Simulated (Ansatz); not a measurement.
# CoSi2: the cost of one run

Program: Ansatz 0.2.0. Level of theory: DFT PBE, scalar-relativistic, plane waves, PAW. These are calculated values, not measurements.

The COD entry's cell or inner coordinates are ideal or old and differ from later refinements, so a difference from it is no clean test against experiment.

These runs use a low cutoff (300 eV) and a coarse mesh on purpose, to show what cheap settings give: their numbers aren't properties of the material.

### 1 The structure to begin with

The structure is cubic, space group Fm-3m (No. 225). The conventional cell has a = 5.356 Å, b = 5.356 Å, c = 5.356 Å, α = 90.00°, β = 90.00°, γ = 90.00°. Co (site symmetry m-3m) has 8 Si at 2.32 Å as nearest neighbours. Si (site symmetry -43m) is surrounded by 4 Co at 2.32 Å.

As a file:

```cif
data_structure
_symmetry_space_group_name_H-M 'P 1'
_symmetry_Int_Tables_number 1
_cell_length_a 3.7873
_cell_length_b 3.7873
_cell_length_c 3.7873
_cell_angle_alpha 60.000
_cell_angle_beta 60.000
_cell_angle_gamma 60.000
_cell_volume 38.41
loop_
_atom_site_label
_atom_site_type_symbol
_atom_site_fract_x
_atom_site_fract_y
_atom_site_fract_z
_atom_site_occupancy
Co1 Co 0.00000 0.00000 0.00000 1
Si1 Si 0.25000 0.25000 0.25000 1
Si2 Si 0.75000 0.75000 0.75000 1
```

The moments start at Co 1.50 μB.

### 2 The first run

Contents of input.yaml:

```yaml
crystal:
  lattice:
    - [0.0, 2.678, 2.678]
    - [2.678, 0.0, 2.678]
    - [2.678, 2.678, 0.0]
  atoms:
    - { symbol: Co, position: [0.0, 0.0, 0.0], spin: 1.5 }
    - { symbol: Si, position: [0.25, 0.25, 0.25] }
    - { symbol: Si, position: [0.75, 0.75, 0.75] }
basis:
  ecutwfc: 300
  ecutrho_ratio: 4
kpoints:
  mp_grid: { grid: [6, 6, 6] }
hamiltonian:
  xc: pbe
scf:
  occupations: { method: gaussian, width: 0.05 }
output:
  forces: true
  stress: true
  eigenvalues: true
  populations: true
magnetization:
  spin_polarized: true
```

Run with:

```bash
$ ansatz run input.yaml --threads 1 --pin off --max-ram 2560MiB --backend cpu --events-out ev --progress --plain --runs-dir out
```

What time and memory should one allow on 1 thread of AMD EPYC (Zen 3), shared host?

About 4.7 s, with a peak of 0.32 GiB.
